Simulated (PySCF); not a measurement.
**A gas-phase reaction: BH3O2S + BH3 → B2H4O2S + H2**

What reaction energy should one expect for `OB(O)S` + `B` → `BSB(O)O` + `[H][H]`?

Programs: PySCF 2.14.0. All values are calculated, for the isolated system unless a continuum is named. Atoms count from 0, parts from 1.

## Step 1: The system as given

Each species was relaxed by itself at PBE0-D3(BJ)/def2-SVPD.

## Step 2: Energies of the species: wB97M-D3(BJ)/def2-TZVPD

What the job is given:

```
{"job": {"kind": "react", "xc": "wB97M-D3(BJ)", "basis": "def2-TZVPD"}, "charge": 0, "multiplicity": 1}
-1 BH3O2S charge 0 multiplicity 1
O      1.147320    -0.265400    -0.316160
B     -0.189350    -0.202960    -0.053020
O     -0.986690    -1.238730    -0.413800
S     -1.040970     1.197000     0.771120
H      1.666970     0.490950    -0.041150
H     -0.499260    -1.948900    -0.841830
H      0.048410     1.972300     0.954480

-1 BH3 charge 0 multiplicity 1
B      0.002420     0.000820     0.000410
H      0.853610    -0.593620     0.610200
H     -0.886890    -0.606120    -0.538560
H      0.040510     1.202190    -0.070380

+1 B2H4O2S charge 0 multiplicity 1
O      1.348960    -0.189080    -0.898780
B      0.151800    -0.780340    -0.735340
O     -0.147730    -1.860960    -1.491670
S     -1.134270    -0.182160     0.494920
B     -0.390960     1.225310     1.279150
H      1.483150     0.571930    -0.324710
H     -1.012940    -2.245050    -1.336280
H     -1.031230     1.791840     2.121520
H      0.716170     1.609250     0.985890

+1 H2 charge 0 multiplicity 1
H      0.379890    -0.017180    -0.004200
H     -0.379890     0.017180     0.004200
```

Level: wB97M-D3(BJ)/def2-TZVPD reaction energy of separated species, gas phase.

Launch:

```sh
$ OMP_NUM_THREADS=1 python cluster_run.py task.json out
```

This one command runs all jobs of the session in turn.

Standard output:

```text
species 1 (BH3O2S)
coarse grid: 29272 points
cycle   1  E = -575.4735875784  dE =  5.552e-01  |g| = 8.309e-01  |ddm| = 2.003e+00
cycle   2  E = -575.4866219033  dE = -1.303e-02  |g| = 8.771e-01  |ddm| = 1.238e+00
cycle   3  E = -575.6097502190  dE = -1.231e-01  |g| = 5.039e-02  |ddm| = 5.931e-01
cycle   4  E = -575.6104296978  dE = -6.795e-04  |g| = 2.095e-02  |ddm| = 8.575e-02
cycle   5  E = -575.6105503501  dE = -1.207e-04  |g| = 5.290e-03  |ddm| = 2.970e-02
cycle   6  E = -575.6105584375  dE = -8.087e-06  |g| = 1.257e-03  |ddm| = 8.703e-03
final grid: 61488 points
cycle   7  E = -575.6105317883  dE = -4.317e-07  |g| = 1.163e-03  |ddm| = 4.001e-03
cycle   8  E = -575.6105317783  dE =  9.949e-09  |g| = 1.318e-03  |ddm| = 1.403e-03
cycle   9  E = -575.6105320586  dE = -2.802e-07  |g| = 8.135e-05  |ddm| = 6.894e-04
cycle  10  E = -575.6105320622  dE = -3.622e-09  |g| = 4.075e-05  |ddm| = 1.630e-04
cycle  11  E = -575.6105320630  dE = -8.197e-10  |g| = 7.388e-06  |ddm| = 9.125e-05
converged SCF energy = -575.6105320630

species 2 (BH3)
coarse grid: 12600 points
cycle   1  E = -26.6116468046  dE = -2.473e-01  |g| = 9.646e-02  |ddm| = 1.124e+00
cycle   2  E = -26.6159545728  dE = -4.308e-03  |g| = 2.770e-02  |ddm| = 1.104e-01
cycle   3  E = -26.6162803816  dE = -3.258e-04  |g| = 8.166e-03  |ddm| = 3.407e-02
cycle   4  E = -26.6163145944  dE = -3.421e-05  |g| = 8.493e-04  |ddm| = 1.284e-02
cycle   5  E = -26.6163151927  dE = -5.983e-07  |g| = 1.190e-04  |ddm| = 1.678e-03
final grid: 27328 points
cycle   6  E = -26.6163019030  dE = -1.514e-08  |g| = 4.098e-05  |ddm| = 3.354e-04
cycle   7  E = -26.6163019042  dE = -1.200e-09  |g| = 1.211e-05  |ddm| = 6.652e-05
cycle   8  E = -26.6163019043  dE = -1.324e-10  |g| = 3.899e-06  |ddm| = 1.947e-05
converged SCF energy = -26.6163019043

species 3 (B2H4O2S)
coarse grid: 36928 points
cycle   1  E = -600.9398489028  dE =  7.118e-01  |g| = 8.445e-01  |ddm| = 2.306e+00
cycle   2  E = -600.9413586669  dE = -1.510e-03  |g| = 9.316e-01  |ddm| = 1.398e+00
cycle   3  E = -601.0824684556  dE = -1.411e-01  |g| = 5.340e-02  |ddm| = 7.047e-01
cycle   4  E = -601.0833020449  dE = -8.336e-04  |g| = 2.511e-02  |ddm| = 1.017e-01
cycle   5  E = -601.0834833130  dE = -1.813e-04  |g| = 6.792e-03  |ddm| = 3.677e-02
cycle   6  E = -601.0834984331  dE = -1.512e-05  |g| = 1.277e-03  |ddm| = 1.046e-02
cycle   7  E = -601.0834998237  dE = -1.391e-06  |g| = 6.327e-04  |ddm| = 2.964e-03
final grid: 78072 points
cycle   8  E = -601.0834412266  dE = -1.993e-07  |g| = 4.995e-04  |ddm| = 5.153e-03
cycle   9  E = -601.0834412594  dE = -3.279e-08  |g| = 5.097e-04  |ddm| = 9.256e-04
cycle  10  E = -601.0834413086  dE = -4.923e-08  |g| = 6.911e-05  |ddm| = 4.029e-04
cycle  11  E = -601.0834413122  dE = -3.572e-09  |g| = 4.041e-05  |ddm| = 1.440e-04
cycle  12  E = -601.0834413136  dE = -1.443e-09  |g| = 4.999e-06  |ddm| = 1.106e-04
cycle  13  E = -601.0834413136  dE = -2.854e-11  |g| = 1.637e-06  |ddm| = 2.160e-05
converged SCF energy = -601.0834413136

species 4 (H2)
coarse grid: 4944 points
cycle   1  E = -1.1694183066  dE = -2.751e-01  |g| = 9.864e-03  |ddm| = 4.504e-01
cycle   2  E = -1.1694525473  dE = -3.424e-05  |g| = 1.161e-03  |ddm| = 9.676e-03
cycle   3  E = -1.1694532295  dE = -6.822e-07  |g| = 1.815e-04  |ddm| = 1.918e-03
final grid: 10744 points
cycle   4  E = -1.1694520365  dE = -2.402e-08  |g| = 4.110e-05  |ddm| = 3.867e-04
cycle   5  E = -1.1694520378  dE = -1.267e-09  |g| = 9.618e-06  |ddm| = 9.166e-05
cycle   6  E = -1.1694520379  dE = -7.512e-11  |g| = 3.020e-07  |ddm| = 2.869e-05
converged SCF energy = -1.1694520379

Reaction energy = -17.452 kcal/mol
```

Run time: 23 s. Hardware: 1 thread of Intel Xeon 6975P-C, shared host; peak memory 0.8 GiB.

Species by species (with the dispersion term, which the log's SCF energies lack):

```
 ν  species  energy (Eh)  HOMO (eV)
-1   OB(O)S   -575.61680      -9.92
-1        B    -26.61783     -12.37
+1  BSB(O)O   -601.09278     -10.80
+1   [H][H]     -1.16967     -14.48
```

## Step 3: Energies of the species: PBE0-D3(BJ)/def2-TZVPD

Same as in step 2 but for these lines:

```diff
@@ -1,2 +1,2 @@
-{"job": {"kind": "react", "xc": "wB97M-D3(BJ)", "basis": "def2-TZVPD"}, "charge": 0, "multiplicity": 1}
+{"job": {"kind": "react", "xc": "PBE0", "basis": "def2-TZVPD", "disp": "d3bj"}, "charge": 0, "multiplicity": 1}
 -1 BH3O2S charge 0 multiplicity 1
```

With the program's defaults for keys left out, this is: PBE0-D3(BJ)/def2-TZVPD reaction energy of separated species, gas phase.

Standard output:

```text
species 1 (BH3O2S)
coarse grid: 6744 points
cycle   1  E = -575.0561856406  dE =  5.206e-01  |g| = 8.632e-01  |ddm| = 2.051e+00
cycle   2  E = -574.8957801422  dE =  1.604e-01  |g| = 1.286e+00  |ddm| = 1.585e+00
cycle   3  E = -575.1892262584  dE = -2.934e-01  |g| = 6.888e-02  |ddm| = 1.022e+00
cycle   4  E = -575.1901748425  dE = -9.486e-04  |g| = 3.310e-02  |ddm| = 1.022e-01
cycle   5  E = -575.1904219302  dE = -2.471e-04  |g| = 4.739e-03  |ddm| = 3.694e-02
cycle   6  E = -575.1904249925  dE = -3.062e-06  |g| = 2.516e-03  |ddm| = 5.312e-03
final grid: 61488 points
cycle   7  E = -575.1896639855  dE = -5.404e-05  |g| = 8.104e-03  |ddm| = 8.654e-02
cycle   8  E = -575.1896558210  dE =  8.165e-06  |g| = 1.028e-02  |ddm| = 1.308e-02
cycle   9  E = -575.1896737855  dE = -1.796e-05  |g| = 1.546e-03  |ddm| = 7.468e-03
cycle  10  E = -575.1896741675  dE = -3.820e-07  |g| = 2.817e-04  |ddm| = 1.185e-03
cycle  11  E = -575.1896741820  dE = -1.454e-08  |g| = 9.767e-05  |ddm| = 2.848e-04
cycle  12  E = -575.1896741837  dE = -1.679e-09  |g| = 2.494e-05  |ddm| = 7.730e-05
cycle  13  E = -575.1896741839  dE = -1.407e-10  |g| = 6.661e-06  |ddm| = 2.742e-05
converged SCF energy = -575.1896741839

species 2 (BH3)
coarse grid: 2952 points
cycle   1  E = -26.5640002776  dE = -2.475e-01  |g| = 8.207e-02  |ddm| = 1.102e+00
cycle   2  E = -26.5663626927  dE = -2.362e-03  |g| = 2.618e-02  |ddm| = 1.219e-01
cycle   3  E = -26.5665849936  dE = -2.223e-04  |g| = 1.029e-02  |ddm| = 3.108e-02
cycle   4  E = -26.5666202165  dE = -3.522e-05  |g| = 4.265e-04  |ddm| = 8.933e-03
cycle   5  E = -26.5666202845  dE = -6.799e-08  |g| = 1.344e-05  |ddm| = 6.936e-04
final grid: 27328 points
cycle   6  E = -26.5657314807  dE = -9.802e-06  |g| = 2.074e-03  |ddm| = 1.654e-02
cycle   7  E = -26.5657322261  dE = -7.454e-07  |g| = 1.293e-03  |ddm| = 2.559e-03
cycle   8  E = -26.5657327694  dE = -5.434e-07  |g| = 3.168e-05  |ddm| = 1.120e-03
cycle   9  E = -26.5657327698  dE = -3.829e-10  |g| = 3.415e-06  |ddm| = 3.395e-05
converged SCF energy = -26.5657327698

species 3 (B2H4O2S)
coarse grid: 8448 points
cycle   1  E = -600.4856382700  dE =  5.888e-01  |g| = 8.658e-01  |ddm| = 2.352e+00
cycle   2  E = -600.2905221886  dE =  1.951e-01  |g| = 1.358e+00  |ddm| = 1.696e+00
cycle   3  E = -600.6169494004  dE = -3.264e-01  |g| = 7.794e-02  |ddm| = 1.119e+00
cycle   4  E = -600.6183076547  dE = -1.358e-03  |g| = 3.542e-02  |ddm| = 1.295e-01
cycle   5  E = -600.6186106298  dE = -3.030e-04  |g| = 5.618e-03  |ddm| = 4.235e-02
cycle   6  E = -600.6186162608  dE = -5.631e-06  |g| = 2.312e-03  |ddm| = 6.615e-03
final grid: 78072 points
cycle   7  E = -600.6171598107  dE = -6.403e-05  |g| = 7.255e-03  |ddm| = 1.162e-01
cycle   8  E = -600.6171539449  dE =  5.866e-06  |g| = 8.894e-03  |ddm| = 1.209e-02
cycle   9  E = -600.6171676419  dE = -1.370e-05  |g| = 1.209e-03  |ddm| = 6.737e-03
cycle  10  E = -600.6171678926  dE = -2.507e-07  |g| = 2.608e-04  |ddm| = 1.136e-03
cycle  11  E = -600.6171679071  dE = -1.453e-08  |g| = 9.013e-05  |ddm| = 3.117e-04
cycle  12  E = -600.6171679089  dE = -1.734e-09  |g| = 2.516e-05  |ddm| = 9.138e-05
cycle  13  E = -600.6171679090  dE = -1.374e-10  |g| = 7.368e-06  |ddm| = 2.646e-05
converged SCF energy = -600.6171679090

species 4 (H2)
coarse grid: 1240 points
cycle   1  E = -1.1670630761  dE = -2.327e-01  |g| = 2.266e-02  |ddm| = 4.588e-01
cycle   2  E = -1.1672505241  dE = -1.874e-04  |g| = 3.233e-03  |ddm| = 1.896e-02
cycle   3  E = -1.1672549803  dE = -4.456e-06  |g| = 9.769e-05  |ddm| = 2.761e-03
final grid: 10744 points
cycle   4  E = -1.1681371278  dE = -1.923e-06  |g| = 2.734e-04  |ddm| = 1.565e-03
cycle   5  E = -1.1681371560  dE = -2.819e-08  |g| = 3.985e-05  |ddm| = 2.444e-04
cycle   6  E = -1.1681371566  dE = -6.299e-10  |g| = 1.252e-06  |ddm| = 3.096e-05
converged SCF energy = -1.1681371566

Reaction energy = -19.700 kcal/mol
```

Wall time 12 s (1 thread of Intel Xeon 6975P-C, shared host); peak memory 0.65 GiB.

Reaction energy at this level: -19.70 kcal/mol.

## Step 4: Comparing the runs

Energies in kcal/mol, with wall time:

```
                    run  reaction  time
wB97M-D3(BJ)/def2-TZVPD    -17.45  23 s
 PBE0-D3(BJ)/def2-TZVPD    -19.70  12 s
```

## Step 5: Summary of results

| quantity | value |
| --- | --- |
| reaction energy (wB97M-D3(BJ)/def2-TZVPD) | -17.45 kcal/mol |
| ΔH, ΔG at 298 K (xTB thermal terms) | -19.1, -17.1 kcal/mol |
| range of the reaction energy over the runs of this table | -19.70 to -17.45 kcal/mol |

What this shows: The reaction is exothermic by 19.1 kcal/mol in the gas phase; dispersion gives -1.10, and xTB itself gave -3.19 for the electronic energy (xTB energies and thermal terms come from the earlier relaxation of each species, not shown). No barrier was sought. xTB and this level differ widely in the electronic energy, so what comes from xTB (the thermal terms above all) is less safe here. The reaction energy runs from -19.70 (PBE0-D3(BJ)/def2-TZVPD) to -17.45 kcal/mol (wB97M-D3(BJ)/def2-TZVPD).
